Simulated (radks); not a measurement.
# Co³⁺ in [Ar] 3d6: an all-electron calculation

The task here is to estimate one member of a computed series from the others.

Method: scalar-relativistic Kohn-Sham, PBEsol, spin-polarised, spherical densities, finite nucleus; open shells are filled with parallel spins first. Code: radks (a radial shooting solver on a logarithmic mesh, Libxc functionals) version 1.

## The atom as given

| Item | Value |
| --- | --- |
| element | cobalt (Z = 27) |
| charge | +3 |
| electrons | 24 |
| configuration | [Ar] 3d6 |
| nuclear rms radius | 3.7875 fm |

The outer shells:

Co³⁺
```
[Ar] core
3d [↑↓][↑ ][↑ ][↑ ][↑ ]
```

The first run:

The run's settings:

```text
Z 27
configuration [Ar] 3d6 4s0 4p0
relativity scalar-relativistic
functional pbe_sol,pbe_sol
spin polarised
nucleus finite rms 3.7875 fm
c 137.035999084
```

Steps of the session up to this table: Self-consistent calculation.

One of the session's tables, all rows but one given; the rest of the session is left out.

It belongs to the step «Shells». Sizes of the orbitals, from the radial functions (bohr):

| level | <r> | outermost maximum (interpolated) | 90 % within | nodes |
| --- | --- | --- | --- | --- |
| 1s down | 0.05623 | 0.0368 | 0.100 | 0 |
| 1s up | 0.05623 | 0.0368 | 0.100 | 0 |
| 2s up | 0.2559 | 0.213 | 0.397 | 1 |
| 2s down | 0.2555 | 0.213 | 0.396 | 1 |
| 2p up | 0.2253 | 0.172 | 0.369 | 0 |
| 2p down | 0.2248 | 0.172 | 0.368 | 0 |
| 3s up | 0.7680 | 0.667 | 1.15 | 2 |
| 3s down | 0.7709 | 0.668 | 1.15 | 2 |
| 3p up | 0.8041 | 0.676 | 1.24 | 1 |
| 3p down | 0.8091 | 0.677 | 1.24 | 1 |
| 3d up | 0.9288 | 0.652 | 1.56 | 0 |
| 3d down | ? | ? | ? | ? |
| 4s up | 2.166 | 1.92 | 3.15 | 3 |
| 4s down | 2.223 | 1.97 | 3.24 | 3 |
| 4p up | 2.489 | 2.20 | 3.65 | 2 |
| 4p down | 2.566 | 2.27 | 3.76 | 2 |

**Question.** Estimate the row for 3d down.

The run gave: <r>: 0.9575; outermost maximum (interpolated): 0.659; 90 % within: 1.62; nodes: 0. In the column «<r>» it lies between 3d up (0.9288) and 4s up (2.166).

Limits of these values: Open shells are spherical and high-spin; term and fine-structure splittings are not resolved.
